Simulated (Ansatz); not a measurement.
# MgB2: the cost of one run

Method: DFT r²SCAN, scalar-relativistic, plane waves, PAW (the target; the first runs use scalar-relativistic PBE), in Ansatz 0.2.0.

## 1. The structure to begin with

Symmetry: P6/mmm, No. 191, hexagonal system. The conventional cell has a = 3.085 Å, b = 3.085 Å, c = 3.523 Å, α = 90.00°, β = 90.00°, γ = 120.00°. Mg (site symmetry 6/mmm) is surrounded by 12 B at 2.51 Å. B (site symmetry -6m2) has 3 B at 1.78 Å and 6 Mg at 2.51 Å as nearest neighbours.

As a file:

```xyz
3
Lattice="3.0850 0.0000 0.0000 -1.5425 2.6717 0.0000 0.0000 0.0000 3.5230" Properties=species:S:1:pos:R:3 pbc="T T T"
Mg    0.0000    0.0000    0.0000
B     0.0000    1.7811    1.7615
B     1.5425    0.8906    1.7615
```

## 2. Full relaxation (PBE, 8×8×6 mesh)

Input file input.yaml:

```yaml
crystal:
  lattice:
    - [3.085, 0.0, 0.0]
    - [-1.5425, 2.6716883707, 0.0]
    - [0.0, 0.0, 3.523]
  atoms:
    - { symbol: Mg, position: [0.0, 0.0, 0.0] }
    - { symbol: B, position: [0.3333333333, 0.6666666667, 0.5] }
    - { symbol: B, position: [0.6666666667, 0.3333333333, 0.5] }
basis:
  ecutwfc: 420
  ecutrho_ratio: 4
kpoints:
  mp_grid: { grid: [8, 8, 6] }
hamiltonian:
  xc: pbe
scf:
  occupations: { method: gaussian, width: 0.05 }
output:
  forces: true
  stress: true
  eigenvalues: true
relax:
  f_tol: 0.03
  max_steps: 60
  cell: { stress_tol: 0.3 }
```

Run with:

```
$ ansatz run input.yaml --threads 1 --pin off --max-ram 2560MiB --backend cpu --events-out ev --progress --plain --runs-dir out
```

**Question.** How long does this run take on 1 thread of Intel Xeon Platinum 8175M at 2.50GHz (Skylake/Cascade Lake), shared host, and how much memory does it need?

About 6.9 s, with a peak of 0.37 GiB.
